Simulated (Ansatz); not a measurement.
# ClGeH5Sn: atomisation energy from a Python script

How much energy holds ClGeH5Sn together? Aim: an atomisation energy, for ClGeH5Sn, run from a script.

Program: Ansatz 0.2.0 through its Python package. Level of theory: B3LYP+D3(BJ)/def2-TZVP. These are calculated values, not measurements.

### Step 1. The structure

Bond lengths: Cl1–Sn2 2.301 Å, Sn2–Ge3 2.570 Å, Sn2–H4 1.735 Å, Sn2–H5 1.754 Å, Ge3–H6 1.574 Å, Ge3–H7 1.596 Å, Ge3–H8 1.499 Å. Angles: Cl1–Sn2–Ge3 108.0°, Cl1–Sn2–H4 112.4°, Cl1–Sn2–H5 110.5°, Ge3–Sn2–H4 108.6°, Ge3–Sn2–H5 110.1°, H4–Sn2–H5 107.2°, Sn2–Ge3–H6 109.6°, Sn2–Ge3–H7 110.0°, Sn2–Ge3–H8 111.7°, H6–Ge3–H7 107.0°, H6–Ge3–H8 109.9°, H7–Ge3–H8 108.6°.

No structure file is read: the coordinates are typed or built in the script.

### Step 2. The code

File tae_clgeh5sn.py:

```python
"""Energy to split ClGeH5Sn into its atoms."""

from collections import Counter

import ansatz as az


def energy(molecule, charge=0, unpaired=0):
    calc = molecule.calculation().basis(gaussian="def2-TZVP").functional("b3lyp", dispersion="d3bj")
    if charge:
        calc = calc.charge(charge)
    if unpaired:
        calc = calc.spin("collinear", total=unpaired)
    return calc.run(threads=1, backend="cpu").report["free_energy_ev"]

GEOMETRY = """
Cl   -2.54080    1.38750   -0.02670
Sn   -0.53270    0.68450   -0.90300
Ge    0.63710   -0.77440    0.85960
H    -0.73510   -0.25090   -2.35000
H     0.47650    2.06040   -1.31110
H     0.91570    0.08060    2.15090
H     2.05310   -1.26520    0.31080
H    -0.18170   -1.97960    1.21370
"""


def main() -> None:
    system = az.Crystal.molecule()
    for line in GEOMETRY.strip().splitlines():
        symbol, *xyz = line.split()
        system = system.atom(symbol, [float(v) for v in xyz])

    # Hund ground states
    unpaired = {"Cl": 1, "Sn": 2, "Ge": 2, "H": 1}
    counts = Counter(site.symbol for site in system.cartesian_sites)
    atom_energy = {s: energy(az.Crystal.molecule().atom(s, (0, 0, 0)), 0, unpaired[s]) for s in counts}
    whole = energy(system, 0, 0)
    for s, e in atom_energy.items():
        print(f"{s:2s} x{counts[s]}  {e:14.5f} eV")
    print(f"ClGeH5Sn: {whole:.5f} eV")
    split = sum(counts[s] * e for s, e in atom_energy.items()) - whole
    print(f"atomisation energy (no zero-point term): {split:.3f} eV, {split / sum(counts.values()):.3f} eV an atom")


if __name__ == "__main__":
    main()
```

### Step 3. The calls as engine input

The engine receives this input (first run):

```yaml
crystal:
  periodic: [false, false, false]
  atoms:
    - { symbol: Cl, position_ang: [0.0, 0.0, 0.0] }
basis:
  gaussian:
    orbitals: def2-TZVP
hamiltonian:
  xc: b3lyp
  dispersion: d3bj
magnetization:
  spin_polarized: true
  initial_magnetization: 1.0
```

### Step 4. Running it

Launch:

```
$ python tae_clgeh5sn.py
```

What it wrote:

```text
Cl x1    -12521.78118 eV
Sn x1     -5832.14743 eV
Ge x1    -56517.10064 eV
H  x5       -13.66431 eV
ClGeH5Sn: -74959.40131 eV
atomisation energy (no zero-point term): 20.050 eV, 2.506 eV an atom
```

Run time: 12 s. Hardware: 1 thread of AMD EPYC 7R43 (Zen 3), shared host; peak memory 0.43 GiB.

### Step 5. What changed from run to run

The engine's inputs for some of the other runs:

Run 3, against run 1:

```diff
@@ -4 +4 @@
-    - { symbol: Cl, position_ang: [0.0, 0.0, 0.0] }
+    - { symbol: Ge, position_ang: [0.0, 0.0, 0.0] }
@@ -13 +13 @@
-  initial_magnetization: 1.0
+  initial_magnetization: 2.0
```

Run 4, against run 1:

```diff
@@ -4 +4 @@
-    - { symbol: Cl, position_ang: [0.0, 0.0, 0.0] }
+    - { symbol: H, position_ang: [0.0, 0.0, 0.0] }
```

Run 5, against run 1:

```diff
@@ -4 +4,8 @@
-    - { symbol: Cl, position_ang: [0.0, 0.0, 0.0] }
+    - { symbol: Cl, position_ang: [-2.5408, 1.3875, -0.0267] }
+    - { symbol: Sn, position_ang: [-0.5327, 0.6845, -0.903] }
+    - { symbol: Ge, position_ang: [0.6371, -0.7744, 0.8596] }
+    - { symbol: H, position_ang: [-0.7351, -0.2509, -2.35] }
+    - { symbol: H, position_ang: [0.4765, 2.0604, -1.3111] }
+    - { symbol: H, position_ang: [0.9157, 0.0806, 2.1509] }
+    - { symbol: H, position_ang: [2.0531, -1.2652, 0.3108] }
+    - { symbol: H, position_ang: [-0.1817, -1.9796, 1.2137] }
@@ -11,3 +17,0 @@
-magnetization:
-  spin_polarized: true
-  initial_magnetization: 1.0
```

Lines on the test bed's own set-up are left out of the output.

### Step 6. Run by run

The 5 runs, in the order started:

```tsv
run	system	unpaired or total moment	energy (eV)	<S²>	SCF cycles	CPU time (s)
1	Cl	1	-12521.7812	0.75	12	0.35
2	Sn	2	-5832.1474	2.00	24	1.4
3	Ge	2	-56517.1006	2.00	24	1.3
4	H	1	-13.6643	0.75	8	0.07
5	ClGeH5Sn	not set	-74959.4013	0.00	16	8.1
```

Totals carry meaning only in balanced differences at one level of theory.

### Step 7. Summary of results

```
                         quantity      value
atomisation energy, no zero point  20.050 eV
                    runs compared          5
```

What this shows: Zero-point motion and spin-orbit terms of the atoms are left out, and both would lower it. 20.050 eV from the electronic energies, without the zero-point term. Notes:
- The geometry is a force-field or estimated start, not a minimum of this method, and the basis set is short of its limit. All parts are taken at fixed geometry, without zero-point energy.
- def2 sets replace the cores of elements past krypton by effective core potentials.
- b3lyp holds the VWN-RPA fit, as in Gaussian; the form of ORCA and Turbomole is b3lyp5.
- The spin-orbit lowering of heavy atoms is left out.
